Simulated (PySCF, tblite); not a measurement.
# C7H11FSi: geometry, infrared bands and NMR shifts

Wanted: the infrared bands and NMR shifts of C7H11FSi (`C=C[C@@H](F)[SiH]1CC=CC1`), by calculation.

The runs use tblite 0.8.0 and PySCF 2.14.0, with density-fitted response routines of our own; the level of theory stands in each step. All values are computed, except where a source is named. Atoms count from 0, in the outputs and in this text.

## Step 1: The molecule as given

20 atoms, charge 0, multiplicity 1; geometry from: force field or distance geometry start.

Bonds of the start (Å): C0–C1 1.36, C1–C2 1.50, C2–F3 1.35, C2–Si4 1.88, Si4–C5 1.93, C5–C6 1.51, C6–C7 1.35, C7–C8 1.51, C8–Si4 1.92, C0–H9 1.08, C0–H10 1.08, C1–H11 1.08, C2–H12 1.09, Si4–H13 1.48, C5–H14 1.09, C5–H15 1.10, C6–H16 1.08, C7–H17 1.08, C8–H18 1.09, C8–H19 1.10.

## Step 2: Relaxing the molecule with GFN2-xTB

What the job is given:

```
{"job": {"kind": "relax", "xc": "GFN2-xTB", "basis": "xTB"}, "charge": 0, "multiplicity": 1}
C      3.639400    -0.110300     0.512100
C      2.431200     0.343400     0.090600
C      1.256100    -0.543000    -0.191200
F      1.588200    -1.851900    -0.102500
Si    -0.236900    -0.267100     0.913400
C     -1.759500    -1.283200     0.304900
C     -2.761800    -0.239300    -0.126900
C     -2.433700     1.063300    -0.007600
C     -1.077600     1.423000     0.540200
H      3.808200    -1.167600     0.681100
H      4.450900     0.575000     0.691700
H      2.308600     1.404200    -0.063900
H      0.950300    -0.375500    -1.227700
H      0.007700    -0.439600     2.366100
H     -1.481800    -1.917000    -0.530900
H     -2.152700    -1.889200     1.138300
H     -3.725800    -0.555800    -0.505400
H     -3.133300     1.837400    -0.303200
H     -0.506600     1.995900    -0.191500
H     -1.176200     2.008100     1.466900
```

Run with:

```console
OMP_NUM_THREADS=1 python probes_run.py task.json out
```

One launch serves the whole session: the jobs run in the order shown.

**Question.** This job is followed by: GFN2-xTB harmonic vibrations, gas phase; GIAO PBE0/pcSseg-1 NMR shielding, non-relativistic, gas phase. Predict these results of the whole session: strongest single infrared mode (GFN2-xTB); zero-point energy (GFN2-xTB); ¹³C shifts against TMS (PBE0/pcSseg-1); ¹H shifts against TMS (PBE0/pcSseg-1); ¹⁹F shifts against CFCl3 (PBE0/pcSseg-1); ²⁹Si shifts against TMS (PBE0/pcSseg-1); surface potential, 1st and 99th percentile.

**Answer**, as computed:

| quantity | value |
| --- | --- |
| strongest single infrared mode (GFN2-xTB) | 2248 cm⁻¹, 305 km/mol |
| zero-point energy (GFN2-xTB) | 97.8 kcal/mol |
| ¹³C shifts against TMS (PBE0/pcSseg-1) | 142.9, 139.1, 137.7, 116.5, 95.0, 19.4, 17.7 ppm |
| ¹H shifts against TMS (PBE0/pcSseg-1) | 6.19, 6.18, 6.09, 5.72, 5.49, 5.38, 4.45, 1.96, 1.87, 1.74, 1.50 ppm |
| ¹⁹F shifts against CFCl3 (PBE0/pcSseg-1) | -256.9 ppm |
| ²⁹Si shifts against TMS (PBE0/pcSseg-1) | -1.9 ppm |
| surface potential, 1st and 99th percentile | -1.03 V and 0.97 V |

In words: Relaxing lowered the energy by 0.216 eV in 77 steps; the close pair that moved most is C2–Si4, from 1.878 to 1.934 Å. No mode is imaginary among the 54: a minimum at this level. The strongest single mode, at 2248 cm⁻¹, moves mainly H13. Unscaled tight-binding wavenumbers are off by several per cent, some by more. Its intensities can rank the bands wrongly.
